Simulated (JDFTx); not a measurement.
**BiTe under changes of volume**

One of the cells (33.725 Å³/atom); the others are scaled copies at fixed shape and fractional positions:

```xyz
2
Lattice="2.4227 1.3988 3.3173 -2.4227 1.3988 3.3173 0.0000 -2.7975 3.3173" Properties=species:S:1:pos:R:3 pbc="T T T"
Bi    0.0000    0.0000    4.9759
Te    0.0000    0.0000    0.0000
```

The cell comes from a database or a generator and needn't be the stable form of this composition.

- Program: JDFTx 1.7.0 (patched build)
- Functional: PBEsol
- Potentials or basis: PseudoDojo-SR-PBEsol-0.4.1-standard with smoothed tails
- Cutoff: 1088 eV
- Density cutoff: 8708 eV
- k mesh: 7 × 7 × 7
- Occupations: fermi-dirac, width 0.05 eV
- Spin: no spin polarisation

```csv
volume (Å³/atom),energy over the lowest point (meV/atom),pressure (GPa)
31.701,1.47,0.9
32.376,0.00,-0.3
33.050,3.26,-1.3
33.725,10.73,-2.3
34.399,21.96,-3.1
35.074,36.54,-3.8
35.748,?,?
```

Problem. What does the run at 35.748 Å³/atom give?

Solution. Energy over the lowest point 54.10 meV/atom; pressure -4.5 GPa.

Worked out: A Birch-Murnaghan fit of order 3 (a polynomial in V^(-2/3)) to the other rows has its minimum at 32.24 Å³/atom with B0 = V·E''(V) = 55 GPa and B' = 4.5 at fixed shape and positions, which overstates the stiffness. It gives 54.09 meV/atom at 35.748 Å³/atom, against the run's 54.10, and -dE/dV = -4.5 GPa, against -4.5.

Energies are extrapolated to zero smearing.
